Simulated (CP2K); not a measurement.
Crystal: Ti3Se.

```
Se Ti
1.0
     3.19745    0.00000    0.00000
    -1.59872    2.76907    0.00000
     0.00000    0.00000    7.94275
Se Ti
1 3
Cartesian
  0.0000 0.0000 0.0000
  1.5987 0.9230 3.9714
  0.0000 1.8460 6.1390
  0.0000 1.8460 1.8038
```

The cell comes from a database or a generator and needn't be the stable form of this composition.

Program: CP2K 2026.2. Alike in all runs: task band structure; no spin polarisation; cell as given; k mesh 10 × 10 × 4.

Problem. Order these runs on this cell by their pressure, lowest first.
A. level LDA; potentials or basis GTH_POTENTIALS Se GTH-PADE-q6, Ti GTH-PADE-q12; TZVP-MOLOPT-PBE-GTH basis; smearing fermi-dirac 0.0259 eV; EPS_DEFAULT 1.0E-10; bands added on the path 6
B. level PBEsol; potentials or basis POTENTIAL_UZH Se GTH-PBE-q6, Ti GTH-PBE-q12; TZVP-MOLOPT-PBE-GTH basis; smearing fermi-dirac 0.0259 eV; EPS_DEFAULT 1.0E-10; bands added on the path 2
C. level PBE; potentials or basis POTENTIAL_UZH Se GTH-PBE-q6, Ti GTH-PBE-q12; TZVP-MOLOPT-PBE-GTH basis; smearing fermi-dirac 0.1 eV; EPS_DEFAULT 1.0E-9; bands added on the path 4

Solution. A (-7.6 GPa), B (-3.3 GPa), C (0.9 GPa).

Caveats: the basis of atomic orbitals isn't converged, which shifts pressures, moduli and gaps; the potentials were made for another functional, which shifts forces and pressure (some runs).
